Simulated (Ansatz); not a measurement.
Write a Python script for Ansatz 0.2.0, Python API that makes a test of the smearing width of Ti3InC, space group Pm-3m. Use (first run): PBEsol, PAW, the default cutoff (420 eV here), 6×6×6 k-points, cold smearing of 0.25 eV. The script varies width (eV): 0.25, 0.15, 0.1, 0.05, 0.025.

```
Ti In C
1.0
     4.23556    0.00000    0.00000
     0.00000    4.23556    0.00000
     0.00000    0.00000    4.23556
Ti In C
3 1 1
Direct
  0.50000 0.50000 0.00000
  0.50000 0.00000 0.50000
  0.00000 0.50000 0.50000
  0.00000 0.00000 0.00000
  0.50000 0.50000 0.50000
```

`smear.py`
```python
"""How the energy of Ti3InC depends on the smearing."""

import ansatz as az

cell = (
    az.Lattice.from_parameters(4.235561, 4.235561, 4.235561, alpha=90.0, beta=90.0, gamma=90.0)
    .atom("Ti", (0.5, 0.5, 0.0))
    .atom("Ti", (0.5, 0.0, 0.5))
    .atom("Ti", (0.0, 0.5, 0.5))
    .atom("In", (0.0, 0.0, 0.0))
    .atom("C", (0.5, 0.5, 0.5))
)

model = cell.calculation().kpoints(6).functional("pbesol")

rows = []
for value in [0.25, 0.15, 0.1, 0.05, 0.025]:
    data = model.occupations("cold", width=value).run().report
    rows.append((value, data["free_energy_ev"] / len(data["lattice"]["sites"]), data["n_iterations"], data["n_kpoints"]))

print("  width (eV)   F/atom (eV)    iterations      k-points")
for row in rows:
    print(f"{str(row[0]):>12s}  {row[1]:12.5f}  {row[2]:12d}  {row[3]:12d}")

# the last row is the reference
for row in rows[:-1]:
    shift = 1000 * (row[1] - rows[-1][1])
    print(f"{row[0]}: {shift:+.2f} meV/atom" + ("  (within 1 meV)" if abs(shift) < 1 else ""))
```

```console
$ python smear.py
DeckWarning: basis.ecutwfc = 420 eV, auto-derived from the records' recommended cutoffs: set by Ti (normal level)
  width (eV)   F/atom (eV)    iterations      k-points
        0.25   -2639.38011             7            20
        0.15   -2639.37993             6            20
         0.1   -2639.38037             7            20
        0.05   -2639.38006             7            20
       0.025   -2639.37986             6            20
0.25: -0.25 meV/atom  (within 1 meV)
0.15: -0.07 meV/atom  (within 1 meV)
0.1: -0.51 meV/atom  (within 1 meV)
0.05: -0.20 meV/atom  (within 1 meV)
```
(Warnings from the package without file and line.)

Notes:
- For a metal this k-point mesh is coarse: on a finer one energies can move by several to tens of meV an atom and pressures by half a GPa or more, differences at one mesh by less.
- The narrowest width needs the finest mesh, so the last row is no converged reference.
- The structure comes from a database of computed cells and needn't be a stable or known phase.

(Lines on the test bed's own set-up are left out of the output.)
